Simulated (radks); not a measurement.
**Co inside a hard spherical wall**

One table from this session's results is given with a row withheld; the runs are named, their logs left out.

Program: radks (a radial shooting solver on a logarithmic mesh, Libxc functionals) version 1. Level of theory: non-relativistic Kohn-Sham, LDA (Slater exchange, VWN5 correlation), spin-unpolarised, spherical densities, point nucleus. These are calculated values, not measurements, unless marked.

## The atom as given

| Item | Value |
| --- | --- |
| element | cobalt (Z = 27) |
| charge | 0 |
| electrons | 27 |
| configuration | [Ar] 3d7 4s2 |

The outer shells:

Co
```
[Ar] core
3d [↑↓][↑↓][↑ ][↑ ][↑ ]
4s [↑↓]
```

Set-up of the first run:

Input:

```text
Z 27
configuration [Ar] 3d7 4s2 4p0 5s0 4d0
relativity non-relativistic
functional lda,vwn5
spin unpolarised
nucleus point
```

Run with:

```console
> python run_ks.py task.json out
```

This one command runs every case of the session in turn.

Steps of the session up to this table: The free atom.

One of the session's tables, all rows but one given; the rest of the session is left out.

It belongs to the step «The free atom». The radial density on a logarithmic grid:

| r (bohr) | 4πr²ρ (e/bohr) |
| --- | --- |
| 0.00221 | 0.7234 |
| 0.00365 | 1.833 |
| 0.00605 | 4.415 |
| 0.0100 | 9.774 |
| 0.0166 | 18.84 |
| 0.0272 | 28.91 |
| 0.0450 | ? |
| 0.0745 | 26.20 |
| 0.123 | 30.09 |
| 0.204 | 35.39 |
| 0.338 | 17.71 |
| 0.560 | 17.32 |
| 0.926 | 13.49 |
| 1.53 | 3.574 |
| 2.54 | 1.191 |
| 4.20 | 0.2928 |
| 6.90 | 0.01507 |

**Question.** Estimate the row for r (bohr) = 0.0450.

Worked estimate for «4πr²ρ (e/bohr)». A straight line through the neighbours (0.0272, 28.91) and (0.0745, 26.20) gives 28.91 + (26.20 − 28.91) × (0.0450 − 0.0272) / (0.0745 − 0.0272) = 27.89; a parabola fitted to 4 rows on both sides gives 25.73.

As computed: 4πr²ρ (e/bohr): 32.05. In «4πr²ρ (e/bohr)» the line misses by -4.16 and the parabola by -6.32. Between these rows the values bend or scatter more than so simple an estimate can follow.

Caveats from the session: Shells are not refilled when levels cross, and a hard wall is a model, not a crystal.
